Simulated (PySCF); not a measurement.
# C3H5AlO2: the cost of one run

Computed with PySCF 2.14.0, with density-fitted response routines of our own, on a single molecule in the gas phase. Atoms are numbered from 0 throughout.

## 1. The starting structure

11 atoms, charge 0, multiplicity 1; geometry from: GFN2-xTB. The atoms were then displaced at random by about 0.01 Å, so the start is not that level's minimum.

Bonds of the start (Å): C0–C1 1.37, C1–O2 1.28, O2–Al3 1.78, Al3–O4 1.80, O4–C5 1.27, C5–C0 1.43, C0–H6 1.07, C1–H7 1.11, Al3–H8 1.53, Al3–H9 1.57, C5–H10 1.09.

## 2. Optimising the geometry at PBE0-D3(BJ)/def2-SVP

What the job is given:

```
{"job": {"xc": "PBE0", "basis": "def2-SVP", "d3": "d3bj", "grid": 1, "shake": 0.01, "kind": "geom"}, "charge": 0, "multiplicity": 1}
C      1.387190     0.390560     0.007040
C      1.032800    -0.919020     0.225040
O     -0.162890    -1.367550     0.231210
Al    -1.714470    -0.531120    -0.013430
O     -0.880770     1.046690    -0.255980
C      0.349440     1.343060    -0.227000
H      2.404960     0.727980     0.006310
H      1.862220    -1.630190     0.402260
H     -2.343760    -0.976130    -1.338620
H     -2.510280    -0.495600     1.338460
H      0.613670     2.385480    -0.390950
```

Started as:

```bash
> OMP_NUM_THREADS=1 python probes_run.py task.json out
```

The driver reads the jobs from task.json and runs them one after another.

Q: Estimate the wall time and peak memory of this first job on 1 thread of Arm Neoverse N1, shared host.

About 91 s, with a peak of 0.47 GiB.
